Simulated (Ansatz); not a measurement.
## Molecular dynamics of Li

Input file:

```yaml
accuracy: low
crystal:
  lattice:
    - [7.205315, 0.0, 0.0]
    - [0.0, 7.205315, 0.0]
    - [0.0, 0.0, 7.205315]
  atoms:
    - { symbol: Li, position: [0.0, 0.0, 0.0] }
    - { symbol: Li, position: [0.5, 0.0, 0.0] }
    - { symbol: Li, position: [0.0, 0.5, 0.0] }
    - { symbol: Li, position: [0.0, 0.0, 0.5] }
    - { symbol: Li, position: [0.25, 0.25, 0.25] }
    - { symbol: Li, position: [0.5, 0.5, 0.0] }
    - { symbol: Li, position: [0.5, 0.0, 0.5] }
    - { symbol: Li, position: [0.75, 0.25, 0.25] }
    - { symbol: Li, position: [0.0, 0.5, 0.5] }
    - { symbol: Li, position: [0.25, 0.75, 0.25] }
    - { symbol: Li, position: [0.25, 0.25, 0.75] }
    - { symbol: Li, position: [0.5, 0.5, 0.5] }
    - { symbol: Li, position: [0.75, 0.75, 0.25] }
    - { symbol: Li, position: [0.75, 0.25, 0.75] }
    - { symbol: Li, position: [0.25, 0.75, 0.75] }
    - { symbol: Li, position: [0.75, 0.75, 0.75] }
basis:
  ecutwfc: 500.0
kpoints:
  mp_grid: { grid: [2, 2, 2] }
hamiltonian:
  xc: r2scan
scf:
  occupations: { method: fermi_dirac, width: 0.1 }
  lower_state_search: "off"
md:
  timestep: 1
  n_steps: 40
  ensemble: nvt_langevin
  temperature: 900.0
  initial_velocities: maxwell_boltzmann
  seed: 485158
  friction: 0.02
```

Launched with:

```bash
$ ansatz run input.yaml --threads 1 --pin off --max-ram 3072MiB --backend cpu --events-out ev --progress --plain --runs-dir out
```

It starts from a structure without forces on its atoms.

Output, in part (one step line in 2):

```
md step     0: t =     0.00 fs  T =   843.8 K  F+E_penalty+E_count = -3281.76372685 eV  E_kin = 1.745010 eV  (7 SCF iters)
md step     2: t =     2.00 fs  T =   919.6 K  F+E_penalty+E_count = -3281.75508752 eV  E_kin = 1.901911 eV  (8 SCF iters)
md step     4: t =     4.00 fs  T =   801.5 K  F+E_penalty+E_count = -3281.72918904 eV  E_kin = 1.657551 eV  (7 SCF iters)
md step     6: t =     6.00 fs  T =   755.4 K  F+E_penalty+E_count = -3281.68663535 eV  E_kin = 1.562293 eV  (5 SCF iters)
md step     8: t =     8.00 fs  T =   667.1 K  F+E_penalty+E_count = -3281.63438692 eV  E_kin = 1.379749 eV  (5 SCF iters)
md step    10: t =    10.00 fs  T =   706.7 K  F+E_penalty+E_count = -3281.57473867 eV  E_kin = 1.461587 eV  (7 SCF iters)
md step    12: t =    12.00 fs  T =   725.4 K  F+E_penalty+E_count = -3281.50083027 eV  E_kin = 1.500181 eV  (5 SCF iters)
md step    14: t =    14.00 fs  T =   604.5 K  F+E_penalty+E_count = -3281.41701812 eV  E_kin = 1.250129 eV  (5 SCF iters)
md step    16: t =    16.00 fs  T =   484.8 K  F+E_penalty+E_count = -3281.33153074 eV  E_kin = 1.002736 eV  (5 SCF iters)
md step    18: t =    18.00 fs  T =   481.0 K  F+E_penalty+E_count = -3281.24170146 eV  E_kin = 0.994870 eV  (5 SCF iters)
md step    20: t =    20.00 fs  T =   512.7 K  F+E_penalty+E_count = -3281.14694554 eV  E_kin = 1.060249 eV  (7 SCF iters)
md step    22: t =    22.00 fs  T =   474.1 K  F+E_penalty+E_count = -3281.06010357 eV  E_kin = 0.980521 eV  (5 SCF iters)
md step    24: t =    24.00 fs  T =   433.2 K  F+E_penalty+E_count = -3280.98971109 eV  E_kin = 0.896000 eV  (5 SCF iters)
md step    26: t =    26.00 fs  T =   395.0 K  F+E_penalty+E_count = -3280.94269040 eV  E_kin = 0.816889 eV  (5 SCF iters)
md step    28: t =    28.00 fs  T =   454.3 K  F+E_penalty+E_count = -3280.90732704 eV  E_kin = 0.939566 eV  (5 SCF iters)
md step    30: t =    30.00 fs  T =   427.1 K  F+E_penalty+E_count = -3280.87879517 eV  E_kin = 0.883293 eV  (7 SCF iters)
md step    32: t =    32.00 fs  T =   408.7 K  F+E_penalty+E_count = -3280.86643019 eV  E_kin = 0.845304 eV  (5 SCF iters)
md step    34: t =    34.00 fs  T =   468.4 K  F+E_penalty+E_count = -3280.86133806 eV  E_kin = 0.968696 eV  (5 SCF iters)
md step    36: t =    36.00 fs  T =   380.3 K  F+E_penalty+E_count = -3280.85579163 eV  E_kin = 0.786425 eV  (5 SCF iters)
md step    38: t =    38.00 fs  T =   379.1 K  F+E_penalty+E_count = -3280.85273388 eV  E_kin = 0.784041 eV  (5 SCF iters)
md step    40: t =    40.00 fs  T =   425.6 K  F+E_penalty+E_count = -3280.84843391 eV  E_kin = 0.880270 eV  (7 SCF iters)
```

The run went to its last step. The mean temperature of the second half is 52 % below the set value. A run of 0.04 ps of so small a system gives no equilibrium averages. Limits of this set-up: coarse k mesh, low accuracy level.

Mean squared displacements from the first frame to the last, about the centre of mass: Li 0.15 Å².

Last frame:

```xyz
16
Lattice="7.2053 0.0000 0.0000 0.0000 7.2053 0.0000 0.0000 0.0000 7.2053" Properties=species:S:1:pos:R:3
Li 0.160 -0.159 -0.055
Li 3.826 -0.180 -0.246
Li -0.113 3.883 -0.156
Li -0.529 0.293 3.674
Li 1.578 1.943 2.124
Li 3.662 3.802 -0.366
Li 3.546 -0.163 3.840
Li 5.409 2.034 1.789
Li -0.185 3.646 3.993
Li 2.139 5.428 2.231
Li 1.605 1.765 5.338
Li 3.932 3.541 3.498
Li 5.843 5.409 1.674
Li 5.521 1.899 5.647
Li 1.588 5.246 5.355
Li 5.541 5.274 5.003
```

Run time: 11 min on 1 thread of Intel(R) Xeon(R) Platinum 8259CL CPU @ 2.50GHz (Skylake/Cascade Lake), with other jobs on the host, peak memory 0.8 GiB.
